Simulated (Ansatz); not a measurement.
# CH7BOSi: small, medium and large basis sets

One table from this session's results is given with a row withheld; the runs are named, their logs left out.

The runs use Ansatz 0.2.0, Gaussian basis; one geometry, several basis sets.

Levels to be run: PBE0-D4/def2-SVP; ωB97M-V/def2-SVP; PBE0-D4/def2-QZVPP; ωB97M-V/def2-QZVPP; the functionals' def2-TZVPP values are taken from earlier runs.

## Structure used throughout

An earlier PBE0-D4 in a triple-zeta def2 set relaxation fixed the geometry.

SMILES `CB[SiH2]O`, 11 atoms, charge 0, spin multiplicity 1.

Atoms are counted from 1 here; the program's logs count them from 0.

Bond lengths: C1–B2 1.552 Å, C1–H5 1.092 Å, C1–H6 1.105 Å, C1–H7 1.093 Å, B2–Si3 2.014 Å, B2–H8 1.203 Å, Si3–O4 1.660 Å, Si3–H9 1.489 Å, Si3–H10 1.498 Å, O4–H11 0.957 Å. Angles: B2–C1–H5 116.0°, B2–C1–H6 103.8°, B2–C1–H7 114.3°, H5–C1–H6 106.7°, H5–C1–H7 110.0°, H6–C1–H7 105.0°, C1–B2–Si3 125.0°, C1–B2–H8 118.3°, Si3–B2–H8 116.6°, B2–Si3–O4 115.5°, B2–Si3–H9 110.2°, B2–Si3–H10 108.2°, O4–Si3–H9 104.7°, O4–Si3–H10 110.5°, H9–Si3–H10 107.4°, Si3–O4–H11 117.3°.

Set-up of the first run:

File in.yaml:

```yaml
crystal:
  periodic: [false, false, false]
  atoms:
    - {symbol: C, position_ang: [-1.384279, 0.936966, -0.161329]}
    - {symbol: B, position_ang: [-0.308849, 0.369562, 0.803707]}
    - {symbol: Si, position_ang: [1.162884, -0.899784, 0.275289]}
    - {symbol: O, position_ang: [1.071243, -1.497659, -1.270124]}
    - {symbol: H, position_ang: [-1.543257, 0.375455, -1.083892]}
    - {symbol: H, position_ang: [-0.980737, 1.922593, -0.455442]}
    - {symbol: H, position_ang: [-2.344004, 1.155605, 0.313853]}
    - {symbol: H, position_ang: [-0.301295, 0.758777, 1.941998]}
    - {symbol: H, position_ang: [1.141118, -2.104580, 1.149157]}
    - {symbol: H, position_ang: [2.475178, -0.210610, 0.494677]}
    - {symbol: H, position_ang: [1.077398, -0.863327, -1.987193]}
basis:
  gaussian: {orbitals: def2-SVP}
hamiltonian: {xc: pbe0, dispersion: d4}
output: {orbitals: {seedname: orbitals}}
```

The run is started by

```console
ansatz run in.yaml --threads 2 --pin off --events-out ev --progress --plain --max-ram 4352MiB
```

Among the steps run: PBE0-D4 in def2-SVP; ωB97M-V in def2-SVP; PBE0-D4 in def2-QZVPP; ωB97M-V in def2-QZVPP.

One of the session's tables, all rows but one given; the rest of the session is left out.

```
functional       basis  HOMO (eV)  LUMO (eV)
   PBE0-D4    def2-SVP      -7.40      -1.75
   PBE0-D4  def2-TZVPP      -7.50      -1.82
   PBE0-D4  def2-QZVPP          ?          ?
   ωB97M-V    def2-SVP      -9.56       0.30
   ωB97M-V  def2-TZVPP      -9.69       0.14
   ωB97M-V  def2-QZVPP      -9.71       0.09
```

Estimate the missing values for PBE0-D4, def2-QZVPP.

**Answer.** HOMO (eV): -7.52; LUMO (eV): -1.84. In the column «HOMO (eV)» it lies between ωB97M-V, def2-SVP (-9.56) and PBE0-D4, def2-TZVPP (-7.50).
